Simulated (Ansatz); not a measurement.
# MnF2: the cost of one run

Computed with Ansatz 0.2.0 (DFT, PAW plane waves, pbe, unless a step's input says otherwise).

### 1 The structure to begin with

It takes space group P4_2/mnm (No. 136, tetragonal). The conventional cell has a = 4.874 Å, b = 4.874 Å, c = 3.311 Å, α = 90.00°, β = 90.00°, γ = 90.00°. Around Mn (site symmetry mmm) lie 6 F at 2.10 to 2.13 Å. Around F (site symmetry m2m) lie 3 Mn at 2.10 to 2.13 Å.

Coordinates:

```xyz
6
Lattice="4.8738 0.0000 0.0000 0.0000 4.8738 0.0000 0.0000 0.0000 3.3107" Properties=species:S:1:pos:R:3 pbc="T T T"
Mn    0.0000    0.0000    0.0000
Mn    2.4369    2.4369    1.6554
F     1.4880    1.4880    0.0000
F     0.9489    3.9249    1.6554
F     3.3858    3.3858    0.0000
F     3.9249    0.9489    1.6554
```

### 2 A run

Input file input.yaml:

```yaml
crystal:
  lattice:
    - [4.8738, 0.0, 0.0]
    - [0.0, 4.8738, 0.0]
    - [0.0, 0.0, 3.3107]
  atoms:
    - { symbol: Mn, position: [0.0, 0.0, 0.0], spin: 4.5 }
    - { symbol: Mn, position: [0.5, 0.5, 0.5], spin: 4.5 }
    - { symbol: F, position: [0.3053, 0.3053, 0.0] }
    - { symbol: F, position: [0.1947, 0.8053, 0.5] }
    - { symbol: F, position: [0.6947, 0.6947, 0.0] }
    - { symbol: F, position: [0.8053, 0.1947, 0.5] }
  symmetry: { tolerance: 0.0003 }
hamiltonian:
  xc: pbe
  pseudopotentials: { kind: paw, azcp: { folder: soft_1 } }
basis:
  ecutwfc: 420
magnetization:
  spin_polarized: true
scf:
  occupations: { method: fermi_dirac, width: 0.05 }
kpoints:
  mp_grid: { grid: [6, 6, 8], shift: [0, 0, 0] }
output:
  forces: true
  stress: true
  eigenvalues: true
  write_density: true
  write_potential: true
  elf: true
  volumetric_format: npy
```

Started as:

```sh
ansatz run input.yaml --threads 2 --pin off --max-ram 5632MiB --backend cpu --events-out ev --progress --plain --runs-dir out
```

**Question.** How long does this run take on 2 threads of Arm Neoverse V2, shared host, and how much memory does it need?

About 15 s, with a peak of 0.5 GiB.
